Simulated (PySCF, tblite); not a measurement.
# C₆H₁₂O₂+ (doublet): geometry, infrared bands and EPR parameters

What infrared bands and EPR parameters should C₆H₁₂O₂+ (doublet) (`CC(C)[C@H](C)C(=[O+])O`) show?

The runs use tblite 0.8.0 and PySCF 2.14.0, with density-fitted response routines of our own; the level of theory stands in each step. All values are computed, except where a source is named. Atoms count from 0, in the outputs and in this text.

**1. The starting structure**

20 atoms, charge 1, multiplicity 2; geometry from: force field or distance geometry start.

Bonds of the start (Å): C0–C1 1.54, C1–C2 1.52, C1–C3 1.55, C3–C4 1.51, C3–C5 1.52, C5–O6 1.22, C5–O7 1.35, C0–H8 1.09, C0–H9 1.11, C0–H10 1.09, C1–H11 1.10, C2–H12 1.09, C2–H13 1.10, C2–H14 1.08, C3–H15 1.12, C4–H16 1.10, C4–H17 1.09, C4–H18 1.10, O7–H19 0.98.

**2. Relaxing the molecule with GFN2-xTB**

The job: settings as JSON, then the geometry in Å.

```
{"job": {"kind": "relax", "xc": "GFN2-xTB", "basis": "xTB"}, "charge": 1, "multiplicity": 2}
C     -1.034600    -0.894200     1.439400
C     -0.831900     0.200100     0.372300
C     -1.532200    -0.199900    -0.911200
C      0.672600     0.533300     0.193000
C      0.905700     1.744200    -0.684400
C      1.464500    -0.645700    -0.339400
O      1.614700    -0.957300    -1.509600
O      2.050800    -1.368300     0.644600
H     -0.653600    -1.864800     1.111000
H     -2.115100    -1.014700     1.657500
H     -0.549700    -0.628300     2.378000
H     -1.320600     1.101000     0.759900
H     -1.479000     0.597500    -1.655400
H     -2.602200    -0.372600    -0.728400
H     -1.131500    -1.105500    -1.342500
H      1.089400     0.783600     1.196800
H      0.605000     1.567200    -1.724700
H      0.353200     2.609100    -0.319000
H      1.970500     2.010300    -0.705300
H      2.518700    -2.084400     0.164300
```

On the command line:

```bash
OMP_NUM_THREADS=1 python probes_run.py task.json out
```

One launch serves the whole session: the jobs run in the order shown.

Log:

```text
step      E/eV     max force
  0    -723.85639    2.365
  1    -724.03302    1.764
  2    -724.06788    1.632
  3    -724.10613    0.722
  4    -724.14854    0.545
  5    -724.17087    0.453
  6    -724.18650    0.255
  7    -724.19451    0.204
  8    -724.20069    0.267
  9    -724.20614    0.261
 10    -724.21033    0.195
 11    -724.21306    0.150
 12    -724.21546    0.148
 13    -724.21842    0.207
 14    -724.22230    0.259
 15    -724.22666    0.204
 16    -724.23062    0.211
 17    -724.23432    0.172
 18    -724.23911    0.280
 19    -724.24655    0.348
 20    -724.25710    0.346
 21    -724.27028    0.454
 22    -724.28475    0.517
 23    -724.29258    0.764
 24    -724.29196    1.154
 25    -724.31014    0.212
 26    -724.31625    0.184
 27    -724.32941    0.580
 28    -724.33654    0.191
 29    -724.34140    0.202
 30    -724.35655    0.183
 31    -724.36124    0.269
 32    -724.36936    0.336
 33    -724.37718    0.301
 34    -724.38344    0.182
 35    -724.38703    0.120
 36    -724.38996    0.125
 37    -724.39352    0.209
 38    -724.39825    0.264
 39    -724.40308    0.246
 40    -724.40701    0.148
 41    -724.41019    0.153
 42    -724.41322    0.155
 43    -724.41615    0.158
 44    -724.41846    0.144
 45    -724.41997    0.082
 46    -724.42110    0.065
 47    -724.42215    0.068
 48    -724.42288    0.063
 49    -724.42339    0.049
 50    -724.42382    0.040
 51    -724.42423    0.040
 52    -724.42455    0.040
 53    -724.42479    0.032
 54    -724.42504    0.033
 55    -724.42535    0.040
 56    -724.42572    0.048
 57    -724.42610    0.045
 58    -724.42650    0.042
 59    -724.42695    0.047
 60    -724.42749    0.064
 61    -724.42807    0.066
 62    -724.42859    0.056
 63    -724.42904    0.056
 64    -724.42951    0.064
 65    -724.43010    0.083
 66    -724.43076    0.074
 67    -724.43129    0.056
 68    -724.43160    0.058
 69    -724.43185    0.047
 70    -724.43214    0.069
 71    -724.43256    0.074
 72    -724.43285    0.063
 73    -724.43311    0.049
 74    -724.43336    0.044
 75    -724.43366    0.045
 76    -724.43392    0.036
 77    -724.43408    0.033
 78    -724.43417    0.026
 79    -724.43427    0.018
 80    -724.43436    0.022
 81    -724.43443    0.029
 82    -724.43448    0.018
 83    -724.43452    0.026
 84    -724.43457    0.021
 85    -724.43462    0.012
 86    -724.43464    0.011
 87    -724.43466    0.011
 88    -724.43467    0.009
```

Run time: 1.1 s. Hardware: 1 thread of AMD EPYC, shared host.

Relaxation path: (not every step is listed)

```
step  energy from step 0 (eV)  largest force (eV/Å)
   0                   0.0000                2.3651
   1                  -0.1766                1.7641
   2                  -0.2115                1.6318
   3                  -0.2497                0.7217
   4                  -0.2921                0.5455
   5                  -0.3145                0.4533
   6                  -0.3301                0.2553
   7                  -0.3381                0.2036
   8                  -0.3443                0.2671
  15                  -0.3703                0.2040
  22                  -0.4284                0.5171
  29                  -0.4850                0.2021
  36                  -0.5336                0.1252
  43                  -0.5598                0.1582
  50                  -0.5674                0.0404
  57                  -0.5697                0.0450
  64                  -0.5731                0.0641
  71                  -0.5762                0.0738
  78                  -0.5778                0.0260
  83                  -0.5781                0.0260
  84                  -0.5782                0.0210
  85                  -0.5782                0.0124
  86                  -0.5782                0.0110
  87                  -0.5783                0.0108
  88                  -0.5783                0.0095
```

Distances of close pairs at the start and the end, largest changes first:

```
  bond  before (Å)  after (Å)  change (Å)
 C5–O7       1.354      1.295      -0.059
 C3–C5       1.517      1.556      +0.039
C2–H14       1.080      1.113      +0.033
 C0–C1       1.542      1.519      -0.023
C3–H15       1.115      1.094      -0.022
 C0–H9       1.109      1.089      -0.020
 C5–O6       1.220      1.202      -0.019
 C1–C3       1.551      1.533      -0.018
```

The end geometry stands in the next job.

**3. Infrared spectrum with GFN2-xTB**

The job: settings as JSON, then the geometry in Å.

```
{"job": {"kind": "ir", "xc": "GFN2-xTB", "basis": "xTB"}, "charge": 1, "multiplicity": 2}
C     -1.170134    -0.906941     1.428724
C     -0.880240     0.170094     0.397354
C     -1.519870    -0.093145    -0.936339
C      0.610646     0.510174     0.291302
C      0.979555     1.628791    -0.673649
C      1.344787    -0.748746    -0.252528
O      0.882647    -1.426812    -1.130227
O      2.486821    -0.902439     0.338183
H     -0.906565    -1.891877     1.041412
H     -2.232124    -0.940374     1.665400
H     -0.620869    -0.737220     2.351247
H     -1.331995     1.100707     0.793613
H     -1.573391     0.785487    -1.575814
H     -2.499499    -0.556436    -0.845279
H     -0.864406    -0.822655    -1.461870
H      1.037075     0.715567     1.277238
H      0.703696     1.397280    -1.699199
H      0.479261     2.550388    -0.377834
H      2.049141     1.826045    -0.634664
H      3.020314    -1.647209    -0.000106
```

Log:

```text
mode    cm-1     km/mol
  1      65.0      1.21
  2      96.3      2.19
  3     180.3      2.11
  4     187.2      4.84
  5     207.6      7.40
  6     249.9      1.44
  7     272.9     17.08
  8     322.4      2.06
  9     348.9      3.72
 10     380.5      2.71
 11     462.8     13.25
 12     511.9     16.69
 13     632.6     69.60
 14     638.1     83.18
 15     717.8    133.89
 16     762.9     56.93
 17     820.5      9.94
 18     899.0      8.27
 19     932.9      6.50
 20     953.0     10.01
 21     981.1      5.91
 22     998.8     67.27
 23    1029.2      3.63
 24    1058.3     11.25
 25    1081.3     47.11
 26    1098.6      8.74
 27    1145.0    294.02
 28    1172.8     27.25
 29    1180.7     67.86
 30    1229.2     21.32
 31    1252.0    194.01
 32    1280.3     23.64
 33    1305.7     20.58
 34    1325.9     91.34
 35    1394.6     43.40
 36    1401.5    105.14
 37    1411.8     23.68
 38    1428.8     26.51
 39    1436.2     17.75
 40    1462.1     41.22
 41    1467.4      1.45
 42    1739.6    181.67
 43    2722.1    220.54
 44    2764.6     61.79
 45    2966.0      0.95
 46    3001.7     11.26
 47    3012.3     13.93
 48    3032.5     18.11
 49    3036.4     18.20
 50    3044.0      9.90
 51    3051.7      4.28
 52    3057.2      5.19
 53    3058.0      3.08
 54    3339.4    179.59
```

Wall time 1.3 s (1 thread of AMD EPYC, shared host).

Which atoms move in the most intense modes:

| cm⁻¹ | km/mol | atoms |
| --- | --- | --- |
| 718 | 133.9 | C5 52 %, H19 25 %, O7 11 % |
| 1145 | 294.0 | H19 49 %, O7 31 %, O6 12 % |
| 1252 | 194.0 | C5 42 %, O7 19 %, H19 14 % |
| 1326 | 91.3 | H14 29 %, H12 29 %, H13 21 %, C2 13 % |
| 1402 | 105.1 | H8 33 %, H9 30 %, H10 14 %, C0 13 % |
| 1740 | 181.7 | C5 63 %, O6 32 % |
| 2722 | 220.5 | H14 93 % |
| 3339 | 179.6 | H19 94 % |

**4. g tensor and hyperfine couplings: B3LYP/pcH-1**

The job, as its differences from that of step 3:

```diff
@@ -1,2 +1,2 @@
-{"job": {"kind": "ir", "xc": "GFN2-xTB", "basis": "xTB"}, "charge": 1, "multiplicity": 2}
+{"job": {"kind": "epr", "basis": "pcH-1"}, "charge": 1, "multiplicity": 2}
 C     -1.170134    -0.906941     1.428724
```

With the program's defaults for keys left out, this is: UKS B3LYP, pcH-1 on C H O, non-relativistic, mean-field spin-orbit, GIAO.

Log:

```text
UKS, coarse grid
  cycle   1  E = -385.84245479  |g| = 6.73e-01
  cycle   2  E = -385.36454180  |g| = 1.32e+00
  cycle   3  E = -385.97409117  |g| = 3.21e-01
  cycle   4  E = -386.01294173  |g| = 1.22e-01
  cycle   5  E = -386.01838788  |g| = 3.63e-02
  cycle   6  E = -386.01894085  |g| = 1.70e-02
  cycle   7  E = -386.01907163  |g| = 7.53e-03
  cycle   8  E = -386.01909908  |g| = 3.94e-03
  cycle   9  E = -386.01910876  |g| = 7.94e-04
UKS, final grid
  cycle   1  E = -386.01913637  |g| = 1.21e-03
  cycle   2  E = -386.01913488  |g| = 2.42e-03
  cycle   3  E = -386.01913691  |g| = 4.68e-04
  cycle   4  E = -386.01913701  |g| = 1.80e-04
  cycle   5  E = -386.01913703  |g| = 7.89e-05
  cycle   6  E = -386.01913703  |g| = 2.31e-05
E = -386.01913703 Eh   <S^2> = 0.7541 (exact 0.7500)
g shifts (ppm)      1          2          3
  rmc          -249       -249       -249
  gc             15         30         66
  oz_so         332       1933       4322
  total          98       1714       4138
hyperfine (MHz)  atom isotope    a_iso     a_fc   dipolar eigenvalues
    0   13C      -0.30      -0.30     -1.98     -0.91      2.89
    1   13C     -11.57     -11.57     -8.30     -7.77     16.07
    2   13C      -3.68      -3.68    -17.33    -16.29     33.63
    3   13C      -6.48      -6.48    -13.52    -12.42     25.93
    4   13C      -3.58      -3.58     -2.08     -1.56      3.64
    5   13C      34.96      34.96    -10.79     -2.46     13.25
    6   17O     -46.57     -46.57   -148.07     69.59     78.48
    7   17O     -30.74     -30.74    -21.01      9.11     11.90
    8    1H      34.92      34.92     -2.71      0.01      2.69
    9    1H       5.93       5.93     -1.83     -1.59      3.42
   10    1H      -0.30      -0.30     -1.67     -1.12      2.79
   11    1H     247.56     247.56     -6.36     -6.17     12.52
   12    1H      29.20      29.20     -7.25     -2.99     10.24
   13    1H      17.60      17.60     -8.00     -2.50     10.50
   14    1H     240.68     240.68    -18.31    -11.08     29.39
   15    1H      18.98      18.98     -6.79     -2.13      8.92
   16    1H       1.71       1.71     -2.04     -1.25      3.30
   17    1H      47.39      47.39     -2.56     -0.47      3.03
   18    1H       7.74       7.74     -2.35     -1.55      3.89
   19    1H       5.35       5.35     -6.72      0.51      6.21
```

Run time: 2.9 min. Hardware: 1 thread of AMD EPYC, shared host; peak memory 1.1 GiB.

Principal g values 2.00242, 2.00403, 2.00646; g(iso) = 2.00430, against 2.00232 for a free electron.

Hyperfine couplings; where a row names several nuclei, a(iso) is their mean (it holds for fast rotation or exchange) and the dipolar term the largest among them:

| nuclei | isotope | a(iso) (MHz) | a(iso) (G, at g = 2.0023) | largest dipolar term (MHz) |
| --- | --- | --- | --- | --- |
| H11 | 1H | 247.6 | 88.3 | 12.5 |
| H12, H13, H14 | 1H | 95.8 | 34.2 | 29.4 |
| O6 | 17O | -46.6 | -16.6 | -148.1 |
| C5 | 13C | 35.0 | 12.5 | 13.2 |
| O7 | 17O | -30.7 | -11.0 | -21.0 |
| H15 | 1H | 19.0 | 6.8 | 8.9 |
| H16, H17, H18 | 1H | 18.9 | 6.8 | 3.9 |
| H8, H9, H10 | 1H | 13.5 | 4.8 | 3.4 |
| C1 | 13C | -11.6 | -4.1 | 16.1 |
| C3 | 13C | -6.5 | -2.3 | 25.9 |
| H19 | 1H | 5.3 | 1.9 | -6.7 |
| C2 | 13C | -3.7 | -1.3 | 33.6 |
| C4 | 13C | -3.6 | -1.3 | 3.6 |
| C0 | 13C | -0.3 | -0.1 | 2.9 |

Mulliken spin populations:

C0 0.01; C1 0.03; C2 0.14; C3 0.09; C4 0.01; C5 0.00; O6 0.46; O7 0.04; H8 0.01; H9 0.00; H10 0.00; H11 0.09; H12 0.01; H13 0.00; H14 0.07; H15 0.01; H16 0.00; H17 0.02; H18 0.00; H19 0.01

In first order the couplings over 0.8 MHz of 1H give 512 distinct lines over 234.4 G, if the averaged nuclei exchange fast.

Orbitals, density, ELF and potential are computed afterwards from the orbital file.

ELF in a plane through or near 6 of the atoms.

Ten even steps from '0' (0.00) to '9' (1.00):
```
0000000000000000000000000000
0000000000000000000000000000
0000000000000000000000000000
0000000000000000000000000000
0000000001231000000000000000
0000000014663000000000000000
0000156545774000000000000000
0000599981453003431000000000
0000799993487455764000000000
0000389854742792354135520000
0000000001322685797699981000
0000000100155322613799992000
0000024785100001543589960000
0000024898710001566323210000
0000001578740000122100000000
0000000135530000000000000000
0000000000000000000000000000
0000000000000000000000000000
0000000000000000000000000000
0000000000000000000000000000
```
The map spans 10.7 Å across and 10.0 Å up, centred on the molecule. Atoms in the plane (x, y in Å): C0 (1.7, -1.0), C1 (0.9, 0.3), C3 (-0.6, 0.0), C4 (-1.6, 1.2), H9 (2.8, -0.7), H18 (-2.6, 0.9).

log10 of the density (e/Å³) in the same plane.

Ten even steps from '0' (-4.0) to '9' (1.3):
```
0000000000000000000000000000
0000000000000000000000000000
0000000000100000000000000000
0000000122222111110000000000
0000012344444322222100000000
0000123455655433333211000000
0001345567776444544321100000
0002356779976556665432100000
0002356777877667776543210000
0001345666789778976554431000
0001234456679777777666542100
0000134455677666789877643100
0000244666655555778766542100
0000245677654445677654431000
0000234566654334455443210000
0000123455543223343332100000
0000011233321001222110000000
0000000000000000000000000000
0000000000000000000000000000
0000000000000000000000000000
```
The map spans 10.7 Å across and 10.0 Å up, centred on the molecule. Atoms in the plane (x, y in Å): C0 (1.7, -1.0), C1 (0.9, 0.3), C3 (-0.6, 0.0), C4 (-1.6, 1.2), H9 (2.8, -0.7), H18 (-2.6, 0.9).

On the surface of density 0.002 e/bohr³ the electrostatic potential runs, from the 1st to the 99th percentile, from 3.43 V near O6 to 7.07 V near H19.

The spin density lies nearest to O6 40 %; H11, H14 about 10 % each; C2, C3, C5 about 7 % each.

**5. Summary of results**

| quantity | value |
| --- | --- |
| strongest single infrared mode (GFN2-xTB) | 1145 cm⁻¹, 294 km/mol |
| zero-point energy (GFN2-xTB) | 105.2 kcal/mol |
| g(iso) (B3LYP) | 2.00430 |
| ⟨S²⟩ | 0.754 (exact 0.75) |
| largest a(iso) (averaged by class) | 1H on H11, 247.6 MHz |

In words: Relaxing lowered the energy by 0.578 eV in 88 steps; the close pair that moved most is C5–O7, from 1.354 to 1.295 Å. All 54 modes are real, so the xTB geometry is a minimum. The strongest single mode, at 1145 cm⁻¹, moves mainly H19 and O7. GFN2-xTB is a fitted tight-binding method: band positions and strengths are rough. Its intensities can rank the bands wrongly. O6 carries the largest spin population, 0.46 e. The isotropic g lies 2.0 ppt above the free-electron value.
